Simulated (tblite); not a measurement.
# C5H13BN2: the cost of one run

Programs: tblite 0.8.0 and PySCF 2.14.0, with density-fitted response routines of our own. Each step states its level of theory. These are calculated values for one molecule, in the gas phase or a continuum, unless marked as measured. Atoms are numbered from 0 throughout.

**1. The starting structure**

21 atoms, charge 0, multiplicity 1; geometry from: force field or distance geometry start.

Bonds of the start (Å): C0–C1 1.51, C1–C2 1.50, C2–B3 1.55, B3–N4 1.54, N4–C5 1.47, C5–C6 1.51, C6–N7 1.45, N7–B3 1.52, C0–H8 1.11, C0–H9 1.10, C0–H10 1.12, C1–H11 1.12, C1–H12 1.10, C2–H13 1.12, C2–H14 1.11, N4–H15 1.06, C5–H16 1.11, C5–H17 1.09, C6–H18 1.10, C6–H19 1.10, N7–H20 1.04.

**2. Relaxing the molecule with GFN2-xTB**

What the job is given:

```
{"job": {"kind": "relax", "xc": "GFN2-xTB", "basis": "xTB"}, "charge": 0, "multiplicity": 1}
C     -2.555000    -0.638500     0.360200
C     -2.149300     0.691900    -0.226100
C     -0.921700     0.605900    -1.089800
B      0.350300     0.078000    -0.372500
N      0.700400     0.254200     1.112800
C      2.153000     0.461500     1.033300
C      2.518400    -0.595800     0.012200
N      1.668500    -0.181500    -1.087700
H     -1.763900    -1.098200     0.987900
H     -2.827100    -1.338000    -0.438400
H     -3.415000    -0.425100     1.052100
H     -2.990800     0.975800    -0.909200
H     -2.083700     1.493800     0.530300
H     -0.704800     1.655800    -1.428700
H     -1.079500     0.030700    -2.023600
H      0.624700    -0.702300     1.574200
H      2.387900     1.435200     0.546400
H      2.658000     0.340700     1.996700
H      2.242500    -1.606600     0.342500
H      3.597700    -0.471600    -0.186900
H      1.580500    -0.948700    -1.786200
```

Launch:

```bash
> OMP_NUM_THREADS=1 python probes_run.py task.json out
```

One launch serves the whole session: the jobs run in the order shown.

**Question.** How long does this first job take on 1 thread of Intel Xeon at 2.50GHz, shared host, and how much memory does it need?

About 1.7 s, with a peak of 0.18 GiB.
